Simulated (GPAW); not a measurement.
HPbNO4:

```
CELL_PARAMETERS angstrom
4.27531 -0.00040 0.00636
-2.08399 5.20775 -0.04907
-2.12377 -1.86574 4.91491
ATOMIC_POSITIONS crystal
H 0.99073 0.03330 0.90994
Pb 0.50274 0.81989 0.14287
N 0.00838 0.47408 0.50265
O 0.99816 0.92741 0.02877
O 0.19467 0.73435 0.60852
O 0.81673 0.35882 0.24556
O 0.01381 0.33121 0.65217
```

The cell was built by a generator and needn't be a form met in nature.

Base run:

```yaml
Program: GPAW 26.7.0
Functional: AM05
Potentials_or_basis: PAW data sets generated in the run's folder for this functional
Cutoff: 800 eV
Basis: pw
k_mesh: 6 × 4 × 4
Occupations: fermi-dirac, width 0.05 eV
Spin: no spin polarisation
```

Its results: band gap on the k mesh 2.88 eV, indirect (least direct gap 3.19 eV); pressure -2.2 GPa; largest force 0.568 eV/Å.

Problem. The run is repeated on the same cell with these changes: functional from AM05 to r2SCAN; potentials or basis from PAW data sets generated in the run's folder for this functional to GPAW PAW data sets (gpaw-data 1.2.1). What comes out?

Solution. Band gap on the k mesh 3.21 eV, indirect (least direct gap 3.51 eV); pressure -3.2 GPa; largest force 0.635 eV/Å.

Caveats: spin-orbit coupling is left out, which as a rule narrows the gap of such compounds by several tenths of an eV; the PAW data sets were made with another functional, which shifts forces and pressure a little (some runs).

A k mesh can miss the band edges.
